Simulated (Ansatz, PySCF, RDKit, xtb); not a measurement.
**Solving SiNH4BrOF+, step by step**

Given the formula SiNH4BrOF+ (charge +1) and nothing else, which arrangement of the atoms is the most stable in the gas at 298.15 K, and what are its properties?

Plan: many cheap relaxations first (GFN2-xTB), then density-functional screening, relaxation at B3LYP-D3(BJ)/def2-SVP, vibrations and a final energy. The numbers are computed, not measured.

4 further runs of the same task are left out: 4 set aside as unsound or not needed.

### Step 1. Candidates

A program enumerates the bonding patterns with one Lewis structure each (two rings at most, one unusual centre or charged pair), with their diastereomers. O–O, O–halogen and N–halogen bonds and N–N–N chains are not drawn. That gives 8 candidates.

```
label                  SMILES     spin
 c234      O[NH2+][Si@H](F)Br  singlet
 c268  [OH2+][NH2+][Si-](F)Br  singlet
 c396      [NH3+]O[Si@H](F)Br  singlet
 c493     N[Si@]([OH2+])(F)Br  singlet
 c494   [NH3+][OH+][Si-](F)Br  singlet
 c553       N[OH+][Si@H](F)Br  singlet
 c574      [OH2+]N[Si@H](F)Br  singlet
 c846     [NH3+][Si@](O)(F)Br  singlet
```

Candidates are built by distance geometry, with a force field where one applies, in up to four conformers (letters a to d). 7 starts with atoms placed at random are added, to find patterns that the rules miss.

Q: Predict the outcome of this search (final energies at CCSD(T)/def2-SVP + MP2/def2-TZVPP - MP2/def2-SVP).

| quantity | value |
| --- | --- |
| lowest structure found | [NH3+][Si@](O)(F)Br, singlet, C1 |
| next finalist | N[Si@]([OH2+])(F)Br, singlet, 23.4 kcal/mol higher in G |
| share at equilibrium, among the finalists | 100.0 % |
| harmonic wavenumbers, lowest and highest (B3LYP-D3(BJ)/def2-SVP) | 49 and 3844 cm⁻¹ |
| rotational constants, same geometry | 0.1245, 0.0483, 0.04805 cm⁻¹ |
| HOMO energy (PBE0/def2-TZVPD) | -13.75 eV |
| LUMO energy (PBE0/def2-TZVPD) | -5.36 eV |
| HOMO–LUMO gap (PBE0/def2-TZVPD) | 8.39 eV |
| lowest excitation (TD-CAM-B3LYP/def2-SVPD) | 7.19 eV (f = 0.016) |
| strongest of the states computed, same level | 8.99 eV (f = 0.042) |
| lowest triplet excitation, same level, Tamm-Dancoff | 6.65 eV |
| vertical ionisation energy | 16.18 eV |
| vertical recombination energy (electron added) | 3.95 eV |
| vertical triplet less singlet | +6.80 eV |

`[NH3+][Si@](O)(F)Br` comes out lowest. The margin of 23.4 kcal/mol over the next finalist is beyond the usual error of the last level; it says nothing of structures that weren't ranked. GFN2-xTB, HF/STO-3G, r2SCAN-D4/def2-SVP, B3LYP-D3(BJ)/def2-SVP, HF/def2-SVP and MP2/def2-SVP already put its bonding pattern lowest among the structures in one piece. Lowest found is not proven lowest: the search is finite, and each finalist counts with one conformer. Patterns outside the rules of the enumeration were met only by chance.
